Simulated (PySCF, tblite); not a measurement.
**C2H9NOSi2: geometry, infrared bands and NMR shifts**

Wanted: the infrared bands and NMR shifts of C2H9NOSi2 (`C/N=C\[SiH2]O[SiH3]`), by calculation.

Computed with tblite 0.8.0 and PySCF 2.14.0, with density-fitted response routines of our own, on a single molecule in the gas phase. Atoms are numbered from 0 throughout.

## Step 1: The molecule as given

15 atoms, charge 0, multiplicity 1; geometry from: force field or distance geometry start.

Bonds of the start (Å): C0–N1 1.45, N1–C2 1.29, C2–Si3 1.83, Si3–O4 1.70, O4–Si5 1.69, C0–H6 1.13, C0–H7 1.08, C0–H8 1.11, C2–H9 1.09, Si3–H10 1.46, Si3–H11 1.47, Si5–H12 1.47, Si5–H13 1.48, Si5–H14 1.48.

## Step 2: Optimising the geometry with GFN2-xTB

The job: settings as JSON, then the geometry in Å.

```
{"job": {"kind": "relax", "xc": "GFN2-xTB", "basis": "xTB"}, "charge": 0, "multiplicity": 1}
C     -2.596900    -0.429000    -0.128400
N     -2.148100     0.906300    -0.457300
C     -0.891100     1.023700    -0.727500
Si     0.241000    -0.412000    -0.737700
O      1.792700     0.172400    -1.112500
Si     2.833600     0.324800     0.214700
H     -3.724200    -0.380700    -0.238000
H     -2.266100    -1.181600    -0.828000
H     -2.403700    -0.658900     0.940200
H     -0.495000     2.013100    -0.978200
H     -0.157900    -1.321300    -1.808800
H      0.202700    -1.180700     0.514400
H      2.739200    -0.805200     1.151500
H      4.223700     0.339900    -0.288600
H      2.645700     1.597000     0.956500
```

The run is started by

```
$ OMP_NUM_THREADS=1 python probes_run.py task.json out
```

This one command runs all jobs of the session in turn.

**Question.** This job is followed by: GFN2-xTB harmonic vibrations, gas phase; GIAO PBE0/pcSseg-1 NMR shielding, non-relativistic, gas phase. What will the session give for the following? strongest single infrared mode (GFN2-xTB); zero-point energy (GFN2-xTB); ¹³C shifts against TMS (PBE0/pcSseg-1); ¹H shifts against TMS (PBE0/pcSseg-1, means over atoms taken as alike); ¹⁵N shifts against NH3 (PBE0/pcSseg-1); ²⁹Si shifts against TMS (PBE0/pcSseg-1); ¹⁷O shifts against H2O (PBE0/pcSseg-1).

**Answer**, as computed:

| quantity | value |
| --- | --- |
| strongest single infrared mode (GFN2-xTB) | 1121 cm⁻¹, 713 km/mol |
| zero-point energy (GFN2-xTB) | 63.8 kcal/mol |
| ¹³C shifts against TMS (PBE0/pcSseg-1) | 179.9, 53.8 ppm |
| ¹H shifts against TMS (PBE0/pcSseg-1, means over atoms taken as alike) | 8.56, 5.62, 5.27, 3.81 ppm |
| ¹⁵N shifts against NH3 (PBE0/pcSseg-1) | 477.2 ppm |
| ²⁹Si shifts against TMS (PBE0/pcSseg-1) | -43.0, -46.8 ppm |
| ¹⁷O shifts against H2O (PBE0/pcSseg-1) | -8.2 ppm |

What this shows: Relaxing lowered the energy by 0.805 eV in 144 steps; the close pair that moved most is Si3–O4, from 1.700 to 1.618 Å. The lowest mode is imaginary (27i cm⁻¹), so the xTB geometry is not a minimum. Unscaled tight-binding wavenumbers are off by several per cent, some by more. Its intensities can rank the bands wrongly. At PBE0/pcSseg-1: Shielding is most anisotropic at N1 (span 983 ppm, paramagnetic term -535 ppm).
